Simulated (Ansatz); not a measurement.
**MoS2 (Molybdenite 2H): a single-point run**

The task is a single point on MoS2 (Molybdenite 2H) that gives the gradients at the nuclei.

Method: DFT, PBE, plane-wave PAW, default files, scalar-relativistic, in Ansatz 0.2.0.

### Step 1. The structure to begin with

It takes space group P6_3/mmc (No. 194, hexagonal). The conventional cell has a = 3.140 Å, b = 3.140 Å, c = 12.530 Å, α = 90.00°, β = 90.00°, γ = 120.00°. Mo (site symmetry -6m2) has 6 S at 2.40 Å as nearest neighbours. Around S (site symmetry 3m) lie 3 Mo at 2.40 Å.

As a file:

```cif
data_structure
_symmetry_space_group_name_H-M 'P 1'
_symmetry_Int_Tables_number 1
_cell_length_a 3.1400
_cell_length_b 3.1400
_cell_length_c 12.5300
_cell_angle_alpha 90.000
_cell_angle_beta 90.000
_cell_angle_gamma 120.000
_cell_volume 106.99
loop_
_atom_site_label
_atom_site_type_symbol
_atom_site_fract_x
_atom_site_fract_y
_atom_site_fract_z
_atom_site_occupancy
Mo1 Mo 0.33333 0.66667 0.25000 1
Mo2 Mo 0.66667 0.33333 0.75000 1
S1 S 0.33333 0.66667 0.62500 1
S2 S 0.66667 0.33333 0.12500 1
S3 S 0.33333 0.66667 0.87500 1
S4 S 0.66667 0.33333 0.37500 1
```

### Step 2. Running it

The input, input.yaml:

```yaml
crystal:
  lattice:
    - [3.14, 0.0, 0.0]
    - [-1.57, 2.7193197679, 0.0]
    - [0.0, 0.0, 12.53]
  atoms:
    - { symbol: Mo, position: [0.3333333333, 0.6666666667, 0.25], spin: 2.0 }
    - { symbol: Mo, position: [0.6666666667, 0.3333333333, 0.75], spin: 2.0 }
    - { symbol: S, position: [0.3333333333, 0.6666666667, 0.625] }
    - { symbol: S, position: [0.6666666667, 0.3333333333, 0.125] }
    - { symbol: S, position: [0.3333333333, 0.6666666667, 0.875] }
    - { symbol: S, position: [0.6666666667, 0.3333333333, 0.375] }
magnetization:
  spin_polarized: true
kpoints:
  mp_grid: { grid: [16, 16, 4] }
scf:
  occupations: { method: fermi_dirac, width: 0.02 }
  max_iter: 100
hamiltonian:
  xc: pbe
  pseudopotentials: { kind: paw }
output:
  forces: true
  stress: true
  populations: true
  efg:
    quadrupole_moments_barn: { Mo: -0.022, S: -0.0694 }
    contact_densities: true
basis:
  ecutrho_ratio: 2
```

Run with:

```bash
$ ansatz run input.yaml --threads 1 --pin off --max-ram 3072MiB --backend cpu --events-out ev --progress --plain --runs-dir out
```

Log:

```text
Warning: basis.ecutrho_ratio = 2 (ecutrho = 840 eV) is below the records' recommended 1680 eV
settings of this run that can trade accuracy for cost: basis.ecutrho_ratio < 4. Do not mix this run's numbers with those of runs without the same settings; the input reference describes each key
Warning: RAYON_NUM_THREADS=1 ignored (pool sized by the plan → 1); use --threads N
Mo: output.efg is read without spin–orbit coupling, which moves field gradients at and beside such atoms by some per cent and up to a factor of two; PAW files take it under magnetization.noncollinear and magnetization.spin_orbit
Engine: ansatz 0.2.0, x86_64-unknown-linux-gnu
Pseudopotentials: kind: paw
Pseudopotential: Mo, paw, valence charge 14, recommended cutoff 420 eV (normal), Mo.paw.azcp
Pseudopotential: S, paw, valence charge 6, recommended cutoff 420 eV (normal), S.paw.azcp
Functional definition: PBE
  parameter kappa = 0.804
  parameter beta = 0.06672455060314922
  exchange = pbe_x(kappa = kappa, mu = beta*pi^2/3)
  correlation = pbe_c(beta = beta)
Crystal: 6 atoms, lattice volume = 106.989 Å³
Basis set: ecut = 420 eV, 2057 PW (Γ), exchange–correlation on 36×36×144 points (8 copies of the dense FFT grid, shifted against one another)
Bands: 34, of which v1, the nominal top of the filled ones, is band 26 counted from 1 (25 counted from 0)
Symmetry: 24 space group operations
Space group: P63/mmc (ITA 194), of the structure as read, at distance tolerance 4.7e-5 Å
Magnetic group: BNS 194.263 (UNI 1493), of the structure as read, at distance tolerance 4.7e-5 Å
k-points: 90 of 1024
Non-local potential: Mo, projectors of the file, l = 0: 3, l = 1: 2, l = 2: 2, l = 3: 1
Non-local potential: S, projectors of the file, l = 0: 2, l = 1: 2, l = 2: 2
PAW form: soft (Blöchl's): semilocal exchange-correlation on the pseudo side does not see the compensation charge
PAW one-centre angular grid: Mo, 590 points (default); XC on 64 Gauss nodes
PAW one-centre angular grid: S, 110 points (default); XC on 64 Gauss nodes
Initial density: superposition of atomic densities (chi_scale 0.1, normalization cell)
Starting moments: Σ|m| = 4 μB on 2 of 6 sites
Initial wavefunctions: pseudopotential atomic-orbital guess
Functional: x = pbe(κ = 0.804, μ = 0.2195149727645171), c = pbe(β = 0.06672455060314922)
SCF iter   1: F=—  HF=-13528.703108 eV  |F-HF|=—  |Δ(HF+E_count)|=         —  Δρ=7.06e-2 (↑7.06e-2 ↓3.22e-2)  dr2=8.10e0  dr2_m=1.56e0  M=0.000 μB ∫|m|=0.450 μB  β_m=0.30  ethr=3.10e-3  ⟨swp⟩=7.3  Hψ=28108  notcnv=0
Mixer restart at iter 1: flushing history
preconditioner: auto → Resta (q_TF=auto, 2.419 Å⁻¹)  ε∞=7.1  [insulator: Δε(μ)=0.736 eV  Ē_g=8.756 eV  σ=0.020 eV  W_gap=1.00  n_scr=26 (ndim 8)  ℏωp=21.5 eV  f_vac=0.004  D(μ)=0.00/eV (n_scr^D=0)  ε∞_Penn≈7.1]
spin=Collinear: Resta preconditioning applied to the charge; magnetization (m = ρ↑ − ρ↓) channel mixes plain (no charge-response kernel on spin).
SCF iter   2: F=—  HF=-13526.704617 eV  |F-HF|=—  |Δ(HF+E_count)|=    2.00e0  Δρ=4.55e-2 (↑4.55e-2 ↓2.38e-2)  dr2=2.60e0  dr2_m=7.85e-1  M=0.000 μB ∫|m|=0.356 μB  β_m=0.53  ethr=3.10e-3  ⟨swp⟩=3.4  Hψ=12942  notcnv=0  defer=407
SCF iter   3: F=—  HF=-13525.504231 eV  |F-HF|=—  |Δ(HF+E_count)|=    1.20e0  Δρ=9.79e-3 (↑7.40e-3 ↓9.79e-3)  dr2=2.26e-1  dr2_m=4.20e-2  M=0.000 μB ∫|m|=0.149 μB  β_m=0.76  ethr=3.10e-3  ⟨swp⟩=2.5  Hψ=11387  notcnv=0  defer=407
SCF iter   4: F=—  HF=-13525.526488 eV  |F-HF|=—  |Δ(HF+E_count)|=   2.23e-2  Δρ=2.10e-3 (↑2.10e-3 ↓1.31e-3)  dr2=1.59e-2  dr2_m=3.79e-4  M=0.000 μB ∫|m|=0.029 μB  β_m=0.88  ethr=4.34e-4  ⟨swp⟩=3.0  Hψ=11047  notcnv=0  defer=425
SCF iter   5: F=—  HF=-13525.527833 eV  |F-HF|=—  |Δ(HF+E_count)|=   1.35e-3  Δρ=3.62e-4 (↑3.58e-4 ↓3.62e-4)  dr2=1.04e-3  dr2_m=6.91e-6  M=0.000 μB ∫|m|=0.005 μB  β_m=0.94  ethr=3.06e-5  ⟨swp⟩=2.3  Hψ=11452  notcnv=0  defer=425
SCF iter   6: F=—  HF=-13525.528295 eV  |F-HF|=—  |Δ(HF+E_count)|=   4.61e-4  Δρ=1.05e-4 (↑9.92e-5 ↓1.05e-4)  dr2=6.94e-5  dr2_m=1.13e-7  M=0.000 μB ∫|m|=0.000 μB  β_m=0.97  ethr=2.00e-6  ⟨swp⟩=2.0  Hψ=8831  notcnv=0  defer=425
SCF iter   7: F=—  HF=-13525.528472 eV  |F-HF|=—  |Δ(HF+E_count)|=   1.77e-4  Δρ=3.47e-5 (↑3.47e-5 ↓2.46e-5)  dr2=7.26e-6  dr2_m=6.70e-8  M=0.000 μB ∫|m|=0.000 μB  β_m=0.99  ethr=1.34e-7  ⟨swp⟩=2.0  Hψ=9340  notcnv=0  defer=425
SCF iter   8: F=—  HF=-13525.528481 eV  |F-HF|=—  |Δ(HF+E_count)|=   9.53e-6  Δρ=5.75e-6 (↑5.75e-6 ↓4.89e-6)  dr2=7.85e-8  dr2_m=8.43e-9  M=0.000 μB ∫|m|=0.000 μB  β_m=0.99  ethr=1.40e-8  ⟨swp⟩=2.0  Hψ=9127  notcnv=0  defer=425
SCF iter   9: F=—  HF=-13525.528482 eV  |F-HF|=—  |Δ(HF+E_count)|=   3.39e-7  Δρ=1.94e-6 (↑1.66e-6 ↓1.94e-6)  dr2=3.12e-8  dr2_m=5.24e-11  M=0.000 μB ∫|m|=0.000 μB  β_m=1.00  ethr=1.51e-10  ⟨swp⟩=2.5  Hψ=11149  notcnv=0  defer=425
SCF iter  10: F=-13525.528482 eV  HF=-13525.528482 eV  |F-HF|=7.05e-9  |Δ(HF+E_count)|=   1.16e-8  Δρ=9.48e-7 (↑7.17e-7 ↓9.48e-7)  dr2=7.76e-9  dr2_m=1.43e-11  M=0.000 μB ∫|m|=0.000 μB  ethr=6.00e-11  ⟨swp⟩=8.4  Hψ=24342  notcnv=0
SCF 1 converged in 10 iterations: F = -13525.528482 eV  dr2 = 7.76e-9
WARN: the starting moments were not kept: the SCF closed with an absolute magnetisation of 7.2e-6 μB, where they sum to 4 μB in size (2 sites). That is at most 0.1 of that sum. Measured as dr2_m measures the in/out step, that magnetisation stands 3.2e-12 eV from none, at or under the dr2_threshold of 1.0e-7 eV: it is no larger than a step whose dr2_m would equal this threshold. The system may hold no moment; this SCF shows only that its start led to no more than that. To try another start: raise the starting moments (crystal.atoms[].spin, magnetization.per_species, magnetization.initial_magnetization, or on a non-collinear deck that types none of these the spinor_matrix: blocks that start its atoms; where the total moment is fixed, keep their sum and leave initial_magnetization as it is; typed ones take the place of any that the run laid by itself, positive ones on a crystal's lanthanoids without a Hubbard term where scf.initial_density.shell_occupations: [] is typed) or, if the notice of its spin-set hold's release reads "site moments contracting" or "site moments show no strong build", lengthen the hold (scf.mixing.spin_hold: { on: { confirm: 4 } }; for m-r²SCAN on two components see the key's manual first). Each may lead to a state that holds a moment. A second SCF, from the converged charge density, with the starting moments and any scf.initial_density.shell_occupations laid on it anew, would have followed, and was not run: the deck does not ask for one (magnetization.retry_lost_moments is false, the default). To let it run, set magnetization.retry_lost_moments: true and run the deck again, where that key's refused combinations let it; where memory then withholds it, that run's warning says so.
SCF converged after 10 iterations
Magnetization: 0.0000 μB (26.0000 up, 26.0000 down)
Absolute magnetization: 0.0000 μB (∫|ρ↑−ρ↓|, with the PAW one-centre terms)
Spin contamination: 0.0000 ħ² per cell (⟨S²⟩ above its minimum at these occupations)
Per-site moments (μB) at R_I (Å): [(1.3928784126575348e-6, 0.9882515525446866), (1.3928784127045322e-6, 0.9882515525446866), (-7.090541068587877e-7, 0.9882515525446866), (-7.090541068602473e-7, 0.9882515525446867), (-7.09054106856066e-7, 0.9882515525446867), (-7.090541069189296e-7, 0.9882515525446866)]
Free energy (F): -13525.528482 eV
Harris-Foulkes:  -13525.528482 eV  (|F-HF|=7.05e-9)
Internal energy: -13525.528482 eV  (E = F + TS)
E sigma→0 (E₀):  -13525.528482 eV
Fermi energy:    11.289035 eV
--- Per-component energies (eV) ---
  E_band       = -312.604931
  E_kinetic    = 1314.888360
  E_local      = -4065.640508  (includes V_loc(G=0)·N_el)
  E_nonlocal   = 398.522511
  E_hartree    = 1579.029837
  E_xc         = -758.133936
  E_vxc        = -811.535306  (∫ρ·V_xc dr)
  E_paw        = -8803.231800  (= ΣΔE_a)
  E_vpaw       = -306.895184  (= ΣTr[D̂ρ^β])
  E_aug_tail   = 0.001113  (compensation charges beyond the density's cutoff)
  E_ewald      = -3190.964058
  E_smearing   = -0.000000  (= −TS)
  E_closure    = -0.000000  (closes the sum)
  Σ components = -13525.528482   (vs F -13525.528482, Δ=0.00e0)
--- Forces (eV/Å), atoms counted from 1 ---
  atom   1  Mo    -0.00000000    -0.00000000     0.00000000
  atom   2  Mo    -0.00000000     0.00000000     0.00000000
  atom   3  S      0.00000000     0.00000000    -0.13207560
  atom   4  S      0.00000000    -0.00000000    -0.13207560
  atom   5  S      0.00000000     0.00000000     0.13207560
  atom   6  S     -0.00000000    -0.00000000     0.13207560
  max |Σ_I F_I| component: 2.31e-18 eV/Å
--- Stress (GPa, compression-positive) ---
        4.898200      -0.000000       0.000000
        0.000000       4.898200       0.000000
        0.000000       0.000000       3.449318
  P = ⅓ Tr σ = 4.4152 GPa (44.152 kbar)
--- PAW observables at the nuclei: V_zz in 10²¹ V/m², potentials from the cell's mean, atoms counted from 1 ---
  atom   1  Mo V_zz =    -7.329357   η = 0.0000   by run symmetry: allowed   C_q = +3.8989 MHz
            electrostatic potential = -6351.217864 V   contact ρ = 595255.294245 e/Å³   contact ρ_s (e/Å³): all electrons +0.000020, valence +0.000022
  atom   2  Mo V_zz =    -7.329357   η = 0.0000   by run symmetry: allowed   C_q = +3.8989 MHz
            electrostatic potential = -6351.217864 V   contact ρ = 595255.294245 e/Å³   contact ρ_s (e/Å³): all electrons +0.000020, valence +0.000022
  atom   3  S  V_zz =    -5.301735   η = 0.0000   by run symmetry: allowed   C_q = +8.8968 MHz
            electrostatic potential = -1636.705572 V   contact ρ = 19771.334632 e/Å³   contact ρ_s (e/Å³): all electrons -0.000002, valence -0.000002
  atom   4  S  V_zz =    -5.301735   η = 0.0000   by run symmetry: allowed   C_q = +8.8968 MHz
            electrostatic potential = -1636.705572 V   contact ρ = 19771.334632 e/Å³   contact ρ_s (e/Å³): all electrons -0.000002, valence -0.000002
  atom   5  S  V_zz =    -5.301735   η = 0.0000   by run symmetry: allowed   C_q = +8.8968 MHz
            electrostatic potential = -1636.705572 V   contact ρ = 19771.334632 e/Å³   contact ρ_s (e/Å³): all electrons -0.000002, valence -0.000002
  atom   6  S  V_zz =    -5.301735   η = 0.0000   by run symmetry: allowed   C_q = +8.8968 MHz
            electrostatic potential = -1636.705572 V   contact ρ = 19771.334632 e/Å³   contact ρ_s (e/Å³): all electrons -0.000002, valence -0.000002
--- Band table (eV; the first three rows and the last of 180) ---
  k-point 0 ↑: bands = ["-50.5745", "-50.5745", "-24.7436", "-24.7435", "-24.4863", "-24.4863", "-24.4863", "-24.4863", "-4.1176", "-3.8961", "-2.8739", "-2.5061", "4.0254", "4.9256", "7.4197", "7.6513", "7.6513", "7.6608", "7.6608", "8.7777", "8.7777", "8.8125", "8.8125", "9.5175", "9.6866", "10.8086", "13.0953", "13.0953", "13.1179", "13.1179", "13.2748", "13.2748", "13.4113", "13.4113"]
  k-point 1 ↑: bands = ["-50.5745", "-50.5745", "-24.7436", "-24.7435", "-24.4864", "-24.4864", "-24.4863", "-24.4863", "-4.0911", "-3.9366", "-2.8129", "-2.5550", "4.1310", "4.7533", "7.6526", "7.6526", "7.6594", "7.6594", "7.6738", "8.7828", "8.7828", "8.8074", "8.8074", "8.9438", "10.1445", "10.7386", "13.0963", "13.0963", "13.1110", "13.1110", "13.2983", "13.2983", "13.3935", "13.3935"]
  k-point 2 ↑: bands = ["-50.5745", "-50.5745", "-24.7436", "-24.7436", "-24.4864", "-24.4864", "-24.4864", "-24.4864", "-4.0205", "-4.0205", "-2.6783", "-2.6783", "4.4124", "4.4124", "7.6560", "7.6560", "7.6560", "7.6560", "8.2598", "8.2598", "8.7951", "8.7951", "8.7951", "8.7951", "10.5212", "10.5212", "13.1011", "13.1011", "13.1011", "13.1011", "13.3483", "13.3483", "13.3483", "13.3483"]
  k-point 89 ↓: bands = ["-50.5243", "-50.5243", "-24.8168", "-24.8168", "-24.7458", "-24.7458", "-24.6458", "-24.6458", "-1.7351", "-1.7351", "-1.7027", "-1.7027", "4.7073", "4.7073", "5.3839", "5.3839", "6.1912", "6.1912", "6.5412", "6.5412", "7.3597", "7.3597", "8.0392", "8.0392", "10.1803", "10.1803", "12.1160", "12.1160", "13.2240", "13.2240", "13.8255", "13.8255", "15.2151", "15.2151"]
--- Löwdin populations: 6 sites ---
  site symbol       q [e]    m [muB]
     0     Mo     13.6931     0.0000
     1     Mo     13.6931     0.0000
     2      S      6.0527    -0.0000
     3      S      6.0527    -0.0000
     4      S      6.0527    -0.0000
     5      S      6.0527    -0.0000
  spilling = 0.007749 (of n_electrons = 52.000000)
settings of this run that can trade accuracy for cost: basis.ecutrho_ratio < 4. Do not mix this run's numbers with those of runs without the same settings; the input reference describes each key
```

It took 25 s on 1 thread of AMD EPYC 9R45 (Zen 5), shared host; peak memory 0.8 GiB.

### Step 3. Can this be trusted?

The run converged and reported no error, with warnings (cutoff below recommended, gradients without spin orbit, seeded moment not kept). Its log warns: «basis.ecutrho_ratio = 2 (ecutrho = 840 eV) is below the records' recommended 1680 eV»

Look at the input: basis.ecutrho_ratio is 2. The risk: density grid too coarse. It still converged here, which does not make the setting sound.

The test: delete basis.ecutrho_ratio (the default then holds).

### Step 4. Second run, to compare

Besides the cure, the input differs in scf.max_iter.

input.yaml: that of step 2 with these lines changed.

```diff
@@ -18,3 +18,2 @@
   occupations: { method: fermi_dirac, width: 0.02 }
-  max_iter: 100
 hamiltonian:
@@ -29,3 +28 @@
     contact_densities: true
-basis:
-  ecutrho_ratio: 2
```

Run with:

```bash
$ ansatz run input.yaml --threads 1 --pin off --max-ram 3072MiB --backend cpu --events-out ev --progress --plain --runs-dir out
```

The main lines of its log:

```text
[...]
Basis set: ecut = 420 eV, 2057 PW (Γ), exchange–correlation on 48×48×180 points (8 copies of the dense FFT grid, shifted against one another)
[...]
Magnetic group: BNS 194.263 (UNI 1493), of the structure as read, at distance tolerance 4.7e-5 Å
k-points: 90 of 1024
[...]
SCF iter   1: F=—  HF=-13528.702298 eV  |F-HF|=—  |Δ(HF+E_count)|=         —  Δρ=7.06e-2 (↑7.06e-2 ↓3.22e-2)  dr2=8.10e0  dr2_m=1.56e0  M=0.000 μB ∫|m|=0.451 μB  β_m=0.30  ethr=3.10e-3  ⟨swp⟩=7.3  Hψ=28039  notcnv=0
[...]
preconditioner: auto → Resta (q_TF=auto, 2.419 Å⁻¹)  ε∞=7.1  [insulator: Δε(μ)=0.736 eV  Ē_g=8.756 eV  σ=0.020 eV  W_gap=1.00  n_scr=26 (ndim 8)  ℏωp=21.5 eV  f_vac=0.003  D(μ)=0.00/eV (n_scr^D=0)  ε∞_Penn≈7.1]
[...]
SCF iter   2: F=—  HF=-13526.704007 eV  |F-HF|=—  |Δ(HF+E_count)|=    2.00e0  Δρ=4.55e-2 (↑4.55e-2 ↓2.38e-2)  dr2=2.60e0  dr2_m=7.85e-1  M=0.000 μB ∫|m|=0.356 μB  β_m=0.53  ethr=3.10e-3  ⟨swp⟩=3.3  Hψ=12901  notcnv=0  defer=407
[...]
SCF iter   9: F=—  HF=-13525.528058 eV  |F-HF|=—  |Δ(HF+E_count)|=   4.07e-7  Δρ=2.16e-6 (↑1.69e-6 ↓2.16e-6)  dr2=3.56e-8  dr2_m=1.08e-10  M=0.000 μB ∫|m|=0.000 μB  β_m=1.00  ethr=1.92e-10  ⟨swp⟩=2.4  Hψ=10597  notcnv=0  defer=425
SCF iter  10: F=-13525.528058 eV  HF=-13525.528058 eV  |F-HF|=3.74e-9  |Δ(HF+E_count)|=   1.46e-8  Δρ=7.28e-7 (↑5.41e-7 ↓7.28e-7)  dr2=4.37e-9  dr2_m=1.05e-11  M=0.000 μB ∫|m|=0.000 μB  ethr=6.85e-11  ⟨swp⟩=8.3  Hψ=24112  notcnv=0
[...]
SCF converged after 10 iterations
Magnetization: 0.0000 μB (26.0000 up, 26.0000 down)
[...]
Free energy (F): -13525.528058 eV
[...]
E sigma→0 (E₀):  -13525.528058 eV
Fermi energy:    11.289052 eV
[...]
  P = ⅓ Tr σ = 4.4124 GPa (44.124 kbar)
[...]
```

Wall time 16 s (1 thread of AMD EPYC 9R45 (Zen 5), shared host); peak memory 0.8 GiB.

Like atoms gathered into sites:

| site | atoms | first shell | V_zz (10²¹ V/m²) | η | C_Q (MHz) |
| --- | --- | --- | --- | --- | --- |
| Mo | 1, 2 | 6 S at 2.40 Å | -7.33 | 0.00 | 3.90 (⁹⁵Mo) |
| S | 3, 4, 5, 6 | 3 Mo at 2.40 Å | -5.30 | 0.00 | 8.89 (³³S) |

C_Q = eQV_zz/h, which is 24.18 MHz for Q = 1 b and V_zz = 10²¹ V/m²; η = (V_xx − V_yy)/V_zz. Quadrupole moments are those of Pyykkö's year-2017 table.

```tsv
run	ending	energy change	pressure (GPa)	gap (eV)	force (eV/Å)	cycles	time
first try	converged	-0.1 meV/atom	4.4	1.00	0.13	10	25 s
second try	converged	0	4.4	1.00	0.13	10	16 s
```

### Step 5. Results

| quantity | value |
| --- | --- |
| first try | converged, 10 SCF cycles |
| setting under test | ecutrho_ratio 2 |
| second try | converged, 10 SCF cycles |
| energy (zero set by the potentials) | -13525.5281 eV |
| pressure | 4.41 GPa |
| gap on the mesh | 1.00 eV |
| largest force | 0.132 eV/Å |
| largest V_zz in size | 7.33 × 10²¹ V/m² at Mo |

**Reading.** Both runs end at the same energy: the doubtful setting did not spoil the result here. The largest force in the second run is 0.132 eV/Å, so the atoms are not at their relaxed places.

The gaps are Kohn-Sham values of a semilocal functional, not quasiparticle or optical gaps. Such gaps usually fall short of the measured ones.
